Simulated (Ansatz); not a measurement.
# C₂H₈BNSi: how energies converge with the basis set

An exercise on one series of results from a longer session: the logs are not shown, and one member is left open.

The runs use Ansatz 0.2.0, Gaussian basis; one geometry, several basis sets.

Levels to be run: PBE0-D4/def2-SVP; ωB97M-V/def2-SVP; PBE0-D4/def2-QZVPP; ωB97M-V/def2-QZVPP; the functionals' def2-TZVPP values are taken from earlier runs.

## Structure used throughout

The geometry comes from an earlier relaxation with PBE0-D4 in a triple-zeta def2 set; it is a stationary point, not always the lowest conformer.

SMILES `BN[SiH2]C=C`, 13 atoms, charge 0, spin multiplicity 1.

Atoms are counted from 1 here; the program's logs count them from 0.

Bond lengths: B1–N2 1.398 Å, B1–H6 1.198 Å, B1–H7 1.198 Å, N2–Si3 1.747 Å, N2–H8 1.011 Å, Si3–C4 1.856 Å, Si3–H9 1.489 Å, Si3–H10 1.482 Å, C4–C5 1.331 Å, C4–H11 1.089 Å, C5–H12 1.087 Å, C5–H13 1.087 Å. Angles: N2–B1–H6 119.0°, N2–B1–H7 119.7°, H6–B1–H7 121.3°, B1–N2–Si3 127.2°, B1–N2–H8 116.6°, Si3–N2–H8 116.2°, N2–Si3–C4 111.3°, N2–Si3–H9 110.3°, N2–Si3–H10 105.9°, C4–Si3–H9 106.8°, C4–Si3–H10 112.0°, H9–Si3–H10 110.6°, Si3–C4–C5 122.4°, Si3–C4–H11 119.3°, C5–C4–H11 118.3°, C4–C5–H12 121.5°, C4–C5–H13 122.4°, H12–C5–H13 116.0°.

The first run:

in.yaml

```yaml
crystal:
  periodic: [false, false, false]
  atoms:
    - {symbol: B, position_ang: [-2.296642, -0.726521, 1.117033]}
    - {symbol: N, position_ang: [-1.431371, -0.313848, 0.099064]}
    - {symbol: Si, position_ang: [0.266364, -0.694211, -0.061851]}
    - {symbol: C, position_ang: [1.305145, 0.843846, -0.047331]}
    - {symbol: C, position_ang: [2.083264, 1.187380, -1.070843]}
    - {symbol: H, position_ang: [-1.872567, -1.424832, 1.993124]}
    - {symbol: H, position_ang: [-3.442510, -0.376079, 1.099581]}
    - {symbol: H, position_ang: [-1.825852, 0.280710, -0.617773]}
    - {symbol: H, position_ang: [0.521624, -1.372914, -1.362370]}
    - {symbol: H, position_ang: [0.590507, -1.594889, 1.070056]}
    - {symbol: H, position_ang: [1.284364, 1.493397, 0.826940]}
    - {symbol: H, position_ang: [2.142369, 0.578325, -1.969214]}
    - {symbol: H, position_ang: [2.695904, 2.084836, -1.061713]}
basis:
  gaussian: {orbitals: def2-SVP}
hamiltonian: {xc: pbe0, dispersion: d4}
output: {orbitals: {seedname: orbitals}}
```

Among the steps run: PBE0-D4 in def2-SVP; ωB97M-V in def2-SVP; PBE0-D4 in def2-QZVPP; ωB97M-V in def2-QZVPP.

One table of the session follows, with a row left open; its other results are not shown here.

It belongs to the step «Density functionals: the series». 

```
functional       basis  HOMO (eV)
   PBE0-D4    def2-SVP          ?
   PBE0-D4  def2-TZVPP      -8.17
   PBE0-D4  def2-QZVPP      -8.18
   ωB97M-V    def2-SVP     -10.36
   ωB97M-V  def2-TZVPP     -10.42
   ωB97M-V  def2-QZVPP     -10.43
```

**Question.** Estimate the row for PBE0-D4, def2-SVP.

The run gave: HOMO (eV): -8.12. In the column «HOMO (eV)» it is the highest.
